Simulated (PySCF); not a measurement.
# [Lu(OH)4]−: how tightly the ligands are held

Aim: take one ligand of each kind off [Lu(OH)4]−, with both parts rigid, and scan its distance from the metal. The structure is generated, not taken from experiment.

Method: PBE0, Lu lcecp-1-SVP with ECP60, O def2-SVP, H def2-SVP; scalar-relativistic core potentials, no spin–orbit coupling; program: PySCF 2.14.0.

1 further run of the same task is left out (for a known fault of the program).

### Step 1. Starting geometry

9 atoms, charge -1, spin multiplicity 1.

Bond lengths: Lu1–O2 2.085 Å, Lu1–O4 2.085 Å, Lu1–O6 2.085 Å, Lu1–O8 2.085 Å, O2–H3 0.957 Å, O4–H5 0.957 Å, O6–H7 0.957 Å, O8–H9 0.957 Å. Angles: O2–Lu1–O4 112.0°, O2–Lu1–O6 108.2°, O2–Lu1–O8 108.2°, O4–Lu1–O6 108.2°, O4–Lu1–O8 108.2°, O6–Lu1–O8 112.0°, Lu1–O2–H3 136.5°, Lu1–O4–H5 136.5°, Lu1–O6–H7 136.4°, Lu1–O8–H9 136.4°.

Coordinates:

```xyz
9
H4LuO4
Lu    0.0000    0.0000   -0.0001
O     1.1435    1.2964    1.1660
H     2.0752    1.4604    1.3104
O    -1.1435   -1.2964    1.1660
H    -2.0752   -1.4604    1.3104
O     1.2963   -1.1434   -1.1662
H     1.4605   -2.0755   -1.3101
O    -1.2963    1.1434   -1.1662
H    -1.4605    2.0755   -1.3101
```

Formal oxidation states: Lu +3. Each metal's 14 4f electrons lie in its core potential, so multiplicities, spins and levels count the valence alone. An earlier session relaxed this geometry at PBE0, Lu lcecp-1-SVP with ECP60, O def2-SVP, H def2-SVP (singlet, point group S4).

### Step 2. OH taken off

The ligand (atoms 2, 3) keeps its formal charge and a closed shell where it can; ligand and rest are solved at the complex's geometry, in vacuum, with the settings of the relaxation.

```csv
part,charge,state,energy (Eh)
complex,-1,singlet,-343.010625
ligand,-1,singlet,-75.579238
rest,0,singlet,-267.208560
```

It took 1.4 s on 2 threads of Arm Neoverse V1, shared host.

### Step 3. Rigid scan of OH

Atoms 2, 3 move together along the line from atom 1; the distance is to the donor, the donors' midpoint or the ring centre. Each point starts from the density of the one before.

```
distance (Å)  energy from the relaxed point (eV)
        1.79                               1.110
        1.89                               0.418
        1.99                               0.089
        2.09                               0.000
        2.19                               0.066
        2.29                               0.230
        2.49                               0.705
        2.79                               1.509
        3.19                               2.458
        3.69                               3.334
```

It took 30 s on 2 threads of Arm Neoverse V1, shared host.

### Step 4. Outcome

```
                   quantity       value
              taking off OH     6.06 eV
stiffness of the OH contact  15.5 eV/Å²
```

Taking off OH as a fragment of charge -1 costs 6.06 eV. Near 2.09 Å the OH contact has a stiffness of about 15.5 eV/Å², and the energy stands 3.33 eV higher at 3.69 Å. The free anion is solved without diffuse functions, no counterpoise correction is made, and the parts aren't relaxed; each of these makes the binding look larger. The bases are small and lack diffuse functions. Spin–orbit coupling is left out.
